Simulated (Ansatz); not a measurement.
**Ta started on a Ba site in perovskite BaZrO3, 10 atoms, charge +2**

Which settings matter for this cell? A base run comes first, then runs with one to three settings changed.

All numbers are computed with Ansatz 0.2.0 (PAW, plane waves).

2 further runs of the same task are left out: 2 that didn't finish.

## 1. The starting cell

10 atoms (1 Ba, 1 Ta, 2 Zr, 6 O); a = 8.362 Å, b = 4.181 Å, c = 4.181 Å, α = 90.00°, β = 90.00°, γ = 90.00°. All atoms were shaken off their sites by about 0.02 Å along each axis. Defect site 1: (0.500, 0.000, 0.000). Starting moments add up to 1 μB.

## 2. PBEsol single point

The input, in.yaml:

```yaml
crystal:
  lattice:
    - [8.361961, 0.000000, 0.000000]
    - [0.000000, 4.180980, 0.000000]
    - [0.000000, 0.000000, 4.180980]
  atoms:
    - { symbol: Ba, position: [0.000083, 0.997229, 0.011842] }
    - { symbol: Ta, position: [0.499003, 0.002071, 0.001582], spin: 1 }
    - { symbol: Zr, position: [0.247811, 0.503850, 0.496857] }
    - { symbol: Zr, position: [0.747992, 0.505987, 0.504959] }
    - { symbol: O, position: [0.245607, 0.501240, 0.003005] }
    - { symbol: O, position: [0.749516, 0.501884, 0.998007] }
    - { symbol: O, position: [0.998526, 0.495116, 0.496415] }
    - { symbol: O, position: [0.499662, 0.499013, 0.496125] }
    - { symbol: O, position: [0.247216, 0.998913, 0.495641] }
    - { symbol: O, position: [0.753235, 0.991230, 0.503119] }
kpoints:
  mp_grid: { grid: [2, 2, 2], shift: [0.5, 0.5, 0.5] }
hamiltonian:
  xc: pbesol
total_charge: 2
magnetization:
  spin_polarized: true
scf:
  occupations: { method: fermi_dirac, width: 0.01 }
output:
  forces: true
  eigenvalues: true
  populations: true
  charged_corrections: { epsilon: 40 }
  write_density: true
  write_potential: true
  elf: true
  volumetric_format: npy
```

Command:

```bash
ansatz run in.yaml --threads 8 --pin off --max-ram 13300MiB --runs-dir r --events-out ev --progress --plain
```

## 3. Changed settings: density threshold 0.0001 eV

Changes to in.yaml since step 2:

```diff
@@ -25,2 +25,4 @@
   occupations: { method: fermi_dirac, width: 0.01 }
+  max_iter: 60
+  convergence: { dr2_threshold: 1e-04 }
 output:
@@ -28,7 +30,2 @@
   eigenvalues: true
-  populations: true
-  charged_corrections: { epsilon: 40 }
-  write_density: true
-  write_potential: true
-  elf: true
-  volumetric_format: npy
+  stress: true
```

## 4. Variant: k points 2×2×2 shifted, 4 extra bands

Changes to in.yaml since step 3:

```diff
@@ -25,4 +25,4 @@
   occupations: { method: fermi_dirac, width: 0.01 }
-  max_iter: 60
-  convergence: { dr2_threshold: 1e-04 }
+  max_iter: 50
+  n_extra_bands: 4
 output:
```

## 5. Changed settings: 60 extra bands, accuracy high, functional PBE

Changes to in.yaml since step 4:

```diff
@@ -1 +1,2 @@
+accuracy: high
 crystal:
@@ -19,3 +20,3 @@
 hamiltonian:
-  xc: pbesol
+  xc: pbe
 total_charge: 2
@@ -25,4 +26,4 @@
   occupations: { method: fermi_dirac, width: 0.01 }
-  max_iter: 50
-  n_extra_bands: 4
+  max_iter: 70
+  n_extra_bands: 60
 output:
```

## 6. Changed settings: smearing width 2.0 eV

Changes to in.yaml since step 5:

```diff
@@ -1,2 +1 @@
-accuracy: high
 crystal:
@@ -20,3 +19,3 @@
 hamiltonian:
-  xc: pbe
+  xc: pbesol
 total_charge: 2
@@ -25,5 +24,4 @@
 scf:
-  occupations: { method: fermi_dirac, width: 0.01 }
-  max_iter: 70
-  n_extra_bands: 60
+  occupations: { method: fermi_dirac, width: 2 }
+  max_iter: 80
 output:
```

Before running it: what results should come out? Wanted: for each run, settings; status; energy from base; forces from base.

As calculated:

| settings | status | cycles | time | energy from base (meV/atom) | forces from base (eV/Å rms) | filled to empty level on the mesh (eV) |
| --- | --- | --- | --- | --- | --- | --- |
| base | converged | 14 | 2.4 s (8 CPU threads) | 0 | 0 | 0.61 |
| density threshold 0.0001 eV | converged, settings too loose | 10 | 2 s (8 CPU threads) | 0.0 | 0.002 | 0.61 |
| k points 2×2×2 shifted, 4 extra bands | converged | 14 | 2.1 s (8 CPU threads) | 0.0 | 0.000 | 0.61 |
| 60 extra bands, accuracy high, functional PBE | converged | 13 | 3.3 s (8 CPU threads) | - | 0.023 | 0.67 |
| smearing width 2.0 eV | converged, settings too loose | 17 | 4.2 s (8 CPU threads) | +115.0 | 0.810 | - |

**Reading.** Among these variants the forces move most with smearing width 2.0 eV (0.810 eV/Å rms) and least with k points 2×2×2 shifted, 4 extra bands (0.000).
